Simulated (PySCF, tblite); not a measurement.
# C₄H₁₂Si₃: geometry, infrared bands and NMR shifts

Wanted: the infrared bands and NMR shifts of C₄H₁₂Si₃ (`[SiH3]/C=C/[SiH2][SiH]1CC1`), by calculation.

The runs use tblite 0.8.0 and PySCF 2.14.0, with density-fitted response routines of our own; the level of theory stands in each step. All values are computed, except where a source is named. Atoms count from 0, in the outputs and in this text.

## Step 1: The starting structure

19 atoms, charge 0, multiplicity 1; geometry from: force field or distance geometry start.

Bonds of the start (Å): Si0–C1 1.83, C1–C2 1.34, C2–Si3 1.84, Si3–Si4 2.21, Si4–C5 1.86, C5–C6 1.52, C6–Si4 1.88, Si0–H7 1.48, Si0–H8 1.47, Si0–H9 1.46, C1–H10 1.09, C2–H11 1.09, Si3–H12 1.48, Si3–H13 1.49, Si4–H14 1.46, C5–H15 1.10, C5–H16 1.11, C6–H17 1.10, C6–H18 1.09.

## Step 2: Relaxing the molecule with GFN2-xTB

What the job is given:

```
{"job": {"kind": "relax", "xc": "GFN2-xTB", "basis": "xTB"}, "charge": 0, "multiplicity": 1}
Si    -4.131400    -0.747900    -0.406200
C     -2.519300    -0.140900     0.211800
C     -1.485300     0.135600    -0.598000
Si     0.096900     0.741900     0.107900
Si     1.875100    -0.266400    -0.721300
C      3.404100    -0.509100     0.301000
C      3.422000     0.784000    -0.494200
H     -5.133300     0.299900    -0.091300
H     -4.447200    -1.988100     0.325800
H     -4.136400    -1.051400    -1.836100
H     -2.371900    -0.017600     1.284000
H     -1.597600     0.021200    -1.676400
H      0.218800     2.179300    -0.200500
H      0.089900     0.624900     1.597000
H      1.780600    -1.006100    -1.981800
H      4.168300    -1.239500     0.003200
H      3.323400    -0.418000     1.408200
H      3.332400     1.683400     0.136500
H      4.101400     0.924100    -1.331300
```

Started as:

```bash
$ OMP_NUM_THREADS=1 python probes_run.py task.json out
```

One launch serves the whole session: the jobs run in the order shown.

**Question.** This job is followed by: GFN2-xTB harmonic vibrations, gas phase; GIAO PBE0/pcSseg-1 NMR shielding, non-relativistic, gas phase. Predict these results of the whole session: strongest single infrared mode (GFN2-xTB); zero-point energy (GFN2-xTB); ¹³C shifts against TMS (PBE0/pcSseg-1, means over atoms taken as alike); ¹H shifts against TMS (PBE0/pcSseg-1, means over atoms taken as alike); ²⁹Si shifts against TMS (PBE0/pcSseg-1).

As calculated:

| quantity | value |
| --- | --- |
| strongest single infrared mode (GFN2-xTB) | 805 cm⁻¹, 509 km/mol |
| zero-point energy (GFN2-xTB) | 83.5 kcal/mol |
| ¹³C shifts against TMS (PBE0/pcSseg-1, means over atoms taken as alike) | 155.1, 154.3, -2.2 ppm |
| ¹H shifts against TMS (PBE0/pcSseg-1, means over atoms taken as alike) | 7.09, 7.03, 4.28, 4.18, 2.02, 0.71, 0.43 ppm |
| ²⁹Si shifts against TMS (PBE0/pcSseg-1) | -66.5, -71.4, -183.0 ppm |

In words: Relaxing lowered the energy by 0.322 eV in 90 steps; the close pair that moved most is Si3–Si4, from 2.206 to 2.294 Å. No mode is imaginary among the 51: a minimum at this level. The strongest single mode, at 805 cm⁻¹, is spread over many atoms; the largest shares are those of Si0, C1. GFN2-xTB is a fitted tight-binding method: band positions and strengths are rough. Its intensities can rank the bands wrongly. At PBE0/pcSseg-1: The largest span, 354 ppm, is at Si4, where the paramagnetic term is -352 ppm.
